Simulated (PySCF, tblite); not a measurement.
**C₂H₁₁AsSi₃: geometry, infrared bands and NMR shifts**

What infrared bands and NMR shifts should C₂H₁₁AsSi₃ (`C[As]1[SiH2]C([SiH3])[SiH2]1`) show?

Programs: tblite 0.8.0 and PySCF 2.14.0, with density-fitted response routines of our own. Each step states its level of theory. These are calculated values for one molecule in the gas phase, unless marked as measured. Atoms are numbered from 0 throughout.

## 1. The molecule as given

17 atoms, charge 0, multiplicity 1; geometry from: force field or distance geometry start.

Bonds of the start (Å): C0–As1 1.99, As1–Si2 2.31, Si2–C3 1.88, C3–Si4 1.88, C3–Si5 1.87, Si5–As1 2.32, C0–H6 1.11, C0–H7 1.10, C0–H8 1.11, Si2–H9 1.47, Si2–H10 1.48, C3–H11 1.10, Si4–H12 1.48, Si4–H13 1.47, Si4–H14 1.47, Si5–H15 1.47, Si5–H16 1.48.

## 2. Relaxing the molecule with GFN2-xTB

The job: settings as JSON, then the geometry in Å.

```
{"job": {"kind": "relax", "xc": "GFN2-xTB", "basis": "xTB"}, "charge": 0, "multiplicity": 1}
C      2.320000    -0.599800     0.511300
As     1.888500     0.821600    -0.812000
Si     0.058300    -0.311300    -1.642000
C     -1.126500     0.585900    -0.493100
Si    -1.986500    -0.619800     0.672700
Si     0.108500     1.642900     0.430500
H      2.929100    -0.161100     1.322300
H      2.893800    -1.395600     0.013700
H      1.397400    -1.037500     0.952400
H      0.124000    -1.756200    -1.390600
H     -0.213700     0.059400    -3.046000
H     -1.856300     1.197200    -1.044300
H     -2.805900     0.137600     1.638400
H     -0.995500    -1.428600     1.392300
H     -2.858300    -1.496900    -0.118500
H     -0.114100     3.071700     0.173500
H      0.230100     1.302700     1.861900
```

Started as:

```
OMP_NUM_THREADS=1 python probes_run.py task.json out
```

This one command runs all jobs of the session in turn.

Standard output:

```text
step      E/eV     max force
  0    -473.74653    1.206
  1    -473.80918    0.543
  2    -473.84244    0.341
  3    -473.86129    0.395
  4    -473.88577    0.375
  5    -473.90393    0.269
  6    -473.91894    0.265
  7    -473.92904    0.200
  8    -473.93552    0.170
  9    -473.93967    0.154
 10    -473.94275    0.116
 11    -473.94539    0.124
 12    -473.94768    0.112
 13    -473.94970    0.107
 14    -473.95149    0.106
 15    -473.95288    0.084
 16    -473.95383    0.065
 17    -473.95458    0.077
 18    -473.95542    0.094
 19    -473.95662    0.106
 20    -473.95811    0.132
 21    -473.95943    0.116
 22    -473.96029    0.069
 23    -473.96086    0.052
 24    -473.96141    0.054
 25    -473.96211    0.070
 26    -473.96295    0.085
 27    -473.96376    0.073
 28    -473.96439    0.045
 29    -473.96487    0.063
 30    -473.96535    0.072
 31    -473.96587    0.072
 32    -473.96632    0.059
 33    -473.96657    0.029
 34    -473.96668    0.021
 35    -473.96674    0.016
 36    -473.96678    0.018
 37    -473.96683    0.015
 38    -473.96687    0.017
 39    -473.96690    0.018
 40    -473.96693    0.016
 41    -473.96696    0.014
 42    -473.96699    0.012
 43    -473.96701    0.012
 44    -473.96703    0.009
```

It took 0.41 s on 1 thread of Arm Neoverse V1, shared host; peak memory 0.18 GiB.

Step by step: (not every step is listed)

```
step  energy from step 0 (eV)  largest force (eV/Å)
   0                   0.0000                1.2058
   1                  -0.0627                0.5432
   2                  -0.0959                0.3410
   3                  -0.1148                0.3955
   4                  -0.1392                0.3754
   5                  -0.1574                0.2686
   6                  -0.1724                0.2651
   7                  -0.1825                0.2002
   8                  -0.1890                0.1699
  11                  -0.1989                0.1237
  14                  -0.2050                0.1063
  17                  -0.2081                0.0768
  20                  -0.2116                0.1321
  23                  -0.2143                0.0525
  26                  -0.2164                0.0854
  29                  -0.2183                0.0633
  32                  -0.2198                0.0591
  35                  -0.2202                0.0159
  38                  -0.2203                0.0172
  39                  -0.2204                0.0181
  40                  -0.2204                0.0162
  41                  -0.2204                0.0141
  42                  -0.2205                0.0116
  43                  -0.2205                0.0118
  44                  -0.2205                0.0087
```

Distances of close pairs at the start and the end, largest changes first:

```
   bond  before (Å)  after (Å)  change (Å)
 C3–Si5       1.870      1.927      +0.058
As1–Si2       2.307      2.358      +0.051
 Si2–C3       1.878      1.928      +0.049
As1–Si5       2.321      2.358      +0.037
  C0–H8       1.112      1.089      -0.024
  C0–H6       1.105      1.091      -0.014
Si4–H12       1.476      1.466      -0.010
  C0–H7       1.100      1.091      -0.009
```

The final coordinates are the input of the step that follows.

## 3. Infrared spectrum with GFN2-xTB

The job: settings as JSON, then the geometry in Å.

```
{"job": {"kind": "ir", "xc": "GFN2-xTB", "basis": "xTB"}, "charge": 0, "multiplicity": 1}
C      2.431790    -0.626752     0.538008
As     1.966291     0.788395    -0.777009
Si     0.083041    -0.292372    -1.695626
C     -1.126191     0.539269    -0.445882
Si    -2.081247    -0.636145     0.688616
Si     0.149318     1.695310     0.421188
H      3.048692    -0.205966     1.333047
H      3.011481    -1.410959     0.049478
H      1.551052    -1.080258     0.989163
H      0.054139    -1.762339    -1.626384
H     -0.253197     0.084716    -3.078472
H     -1.870926     1.133748    -0.980566
H     -2.893551     0.125987     1.641726
H     -1.137886    -1.474828     1.442107
H     -2.952697    -1.509352    -0.103221
H     -0.151636     3.109268     0.142117
H      0.164531     1.534307     1.884099
```

Standard output:

```text
mode    cm-1     km/mol
  1      32.2      0.34
  2     104.6      0.00
  3     119.9      0.01
  4     139.7      1.90
  5     142.8      0.32
  6     168.8      0.04
  7     178.4      0.28
  8     271.4      0.88
  9     325.4      1.02
 10     362.9      3.14
 11     386.1      0.34
 12     406.3     39.52
 13     479.5     15.31
 14     501.4     14.26
 15     511.7      9.00
 16     520.4      1.36
 17     555.6     38.20
 18     563.8      0.06
 19     613.9    130.57
 20     700.1    661.97
 21     746.5    118.16
 22     775.7     79.44
 23     781.0    305.71
 24     790.1    272.50
 25     796.7    370.17
 26     804.9    330.61
 27     812.5     21.78
 28     821.6      0.45
 29     860.8    227.71
 30    1027.6     54.43
 31    1052.3     95.51
 32    1314.4      1.64
 33    1466.8      0.09
 34    1472.2      1.58
 35    2157.7      1.32
 36    2163.5    649.15
 37    2170.8     94.88
 38    2171.7    430.21
 39    2197.2    577.42
 40    2232.3    484.90
 41    2237.0    214.28
 42    2922.9     34.51
 43    2967.5     38.42
 44    2976.1     39.00
 45    2987.0     13.31
```

It took 0.83 s on 1 thread of Arm Neoverse V1, shared host; peak memory 0.18 GiB.

Which atoms move in the most intense modes:

```
cm⁻¹  km/mol                                  atoms
 700   662.0            C3 21 %, H15 19 %, H10 19 %
 781   305.7  H9 22 %, H10 21 %, H16 21 %, H15 20 %
 797   370.2           H13 52 %, H12 17 %, H14 16 %
 805   330.6           H13 31 %, H14 22 %, H12 22 %
2164   649.1  H9 33 %, H16 31 %, H15 14 %, H10 11 %
2172   430.2  H10 33 %, H9 25 %, H16 20 %, H15 18 %
2197   577.4                               H13 89 %
2232   484.9                     H12 53 %, H14 42 %
```

## 4. Nuclear shieldings: PBE0/pcSseg-1

Settings changed since step 3:

```diff
@@ -1,2 +1,2 @@
-{"job": {"kind": "ir", "xc": "GFN2-xTB", "basis": "xTB"}, "charge": 0, "multiplicity": 1}
+{"job": {"kind": "nmr", "xc": "PBE0", "basis": "pcSseg-1"}, "charge": 0, "multiplicity": 1}
 C      2.431790    -0.626752     0.538008
```

Method: GIAO PBE0/pcSseg-1 NMR shielding, non-relativistic, gas phase.

Standard output:

```text
coarse grid: 64120 points
cycle   1  E = -3186.1280793043  dE = -6.102e-01  |g| = 7.708e-01  |ddm| = 3.914e+00
cycle   2  E = -3186.1004908704  dE =  2.759e-02  |g| = 6.755e-01  |ddm| = 8.707e-01
cycle   3  E = -3186.1753025289  dE = -7.481e-02  |g| = 1.758e-01  |ddm| = 6.841e-01
cycle   4  E = -3186.1835989867  dE = -8.296e-03  |g| = 3.555e-02  |ddm| = 2.138e-01
cycle   5  E = -3186.1838794060  dE = -2.804e-04  |g| = 8.099e-03  |ddm| = 4.669e-02
cycle   6  E = -3186.1838980379  dE = -1.863e-05  |g| = 2.644e-03  |ddm| = 1.121e-02
cycle   7  E = -3186.1838998786  dE = -1.841e-06  |g| = 5.802e-04  |ddm| = 3.384e-03
final grid: 130360 points
cycle   8  E = -3186.1838691787  dE = -5.999e-08  |g| = 6.909e-04  |ddm| = 3.145e-03
cycle   9  E = -3186.1838690942  dE =  8.452e-08  |g| = 8.874e-04  |ddm| = 1.866e-03
cycle  10  E = -3186.1838693203  dE = -2.261e-07  |g| = 9.615e-05  |ddm| = 1.005e-03
cycle  11  E = -3186.1838693231  dE = -2.824e-09  |g| = 1.157e-05  |ddm| = 1.314e-04
cycle  12  E = -3186.1838693231  dE = -3.956e-11  |g| = 5.016e-06  |ddm| = 2.141e-05
converged SCF energy = -3186.1838693231

GIAO shielding tensors (ppm)
atom      isotropic    diamagn.    paramagn.     s11        s22        s33       span
  0 C      182.506     248.071     -65.565    172.495    187.312    187.709     15.214
  1 As    1733.178    2880.523   -1147.345   1548.253   1770.416   1880.866    332.613
  2 Si     380.998     880.458    -499.460    341.489    376.109    425.395     83.907
  3 C      198.750     262.840     -64.090    165.105    210.450    220.694     55.589
  4 Si     414.276     879.564    -465.288    381.066    394.003    467.759     86.694
  5 Si     380.971     880.457    -499.486    341.449    376.081    425.384     83.935
  6 H       30.393      28.958       1.434     24.858     26.914     39.406     14.549
  7 H       30.391      28.974       1.417     24.851     26.914     39.409     14.559
  8 H       29.656      31.743      -2.086     22.707     29.556     36.706     13.999
  9 H       26.969      29.773      -2.803     23.668     25.267     31.973      8.305
 10 H       26.570      29.455      -2.885     23.201     24.315     32.195      8.993
 11 H       30.894      31.812      -0.918     26.034     27.894     38.753     12.719
 12 H       27.536      28.813      -1.277     23.718     25.167     33.724     10.006
 13 H       27.400      29.405      -2.005     23.609     27.481     31.112      7.503
 14 H       27.536      28.818      -1.282     23.716     25.165     33.728     10.013
 15 H       26.569      29.441      -2.872     23.201     24.314     32.192      8.991
 16 H       26.971      29.755      -2.784     23.671     25.269     31.972      8.301
```

Run time: 38 s. Hardware: 1 thread of Arm Neoverse V1, shared host; peak memory 0.94 GiB.

Shifts follow as δ = σ(reference) − σ, with reference shieldings (ppm) from runs at the same level and on the same kind of geometry: 1H TMS 31.72, 13C TMS 186.9, 29Si TMS 349.2, 75As AsH3 1989. The references are single molecules in the gas phase. Shifts against hydride references such as AlH4− lie on their own scale. Atoms listed in one row are averaged.

```
        atoms                                                  environment  σ (ppm)  δ (ppm)
           C0                                   methyl carbon bonded to As    182.5      4.4
           C3                                        sp3 CH bonded to 3 Si    198.8    -11.8
     H10, H15  hydrogen on a silicon bonded to C, As, in a 4-membered ring    26.57     5.15
      H9, H16  hydrogen on a silicon bonded to C, As, in a 4-membered ring    26.97     4.75
H12, H13, H14                            hydrogen on a silicon bonded to C    27.49     4.23
   H6, H7, H8                     hydrogen on a methyl carbon bonded to As    30.15     1.57
          H11                         hydrogen on an sp3 CH bonded to 3 Si    30.89     0.82
          As1              arsenic bonded to C, 2 Si, in a 4-membered ring     1733      256
     Si2, Si5           silicon bonded to C, As, 2 H, in a 4-membered ring    381.0    -31.8
          Si4                                     silicon bonded to C, 3 H    414.3    -65.1
```

The run also stored atomic charges by several schemes (e):

```
   atoms  Mulliken    IAO  Hirshfeld  ESP fit
      C0     -0.41  -0.58      -0.17     0.05
     As1     -0.50  -0.03       0.00    -0.42
Si2, Si5      0.65   0.55       0.27     0.61
      C3     -1.11  -0.93      -0.29    -0.57
     Si4      0.52   0.61       0.30     0.32
```

Mayer bond orders: C0–As1 1.00, As1–Si2 0.89, Si2–C3 0.85, C3–Si4 0.89, C3–Si5 0.85, Si5–As1 0.89.

Ring of atoms As1, Si2, C3, Si5: NICS(0) 0.8, NICS(1) 0.0, NICS(1)zz 9.2 ppm (means of both faces).

## 5. Outcome

| quantity | value |
| --- | --- |
| strongest single infrared mode (GFN2-xTB) | 700 cm⁻¹, 662 km/mol |
| zero-point energy (GFN2-xTB) | 68.3 kcal/mol |
| 13C shifts against TMS (PBE0/pcSseg-1) | 4.4, -11.8 ppm |
| 1H shifts against TMS (PBE0/pcSseg-1, means over atoms taken as alike) | 5.15, 4.75, 4.23, 1.57, 0.82 ppm |
| 75As shifts against AsH3 (PBE0/pcSseg-1) | 256 ppm |
| 29Si shifts against TMS (PBE0/pcSseg-1, means over atoms taken as alike) | -31.8, -65.1 ppm |

What this shows: Over 44 steps the energy fell by 0.221 eV; of the close pairs, C3–Si5 changed most, 1.870 to 1.927 Å. All 45 modes are real, so the xTB geometry is a minimum. The strongest single mode, at 700 cm⁻¹, has its largest shares on C3, H15 and H10 (the list is cut at 3 atoms). GFN2-xTB is a fitted tight-binding method: band positions and strengths are rough. Its intensities can rank the bands wrongly. At PBE0/pcSseg-1: The widest tensor belongs to As1: span 333 ppm, with a paramagnetic part of -1147 ppm. Spin-orbit coupling is left out, which matters for shieldings and couplings at and beside the heavy atoms.
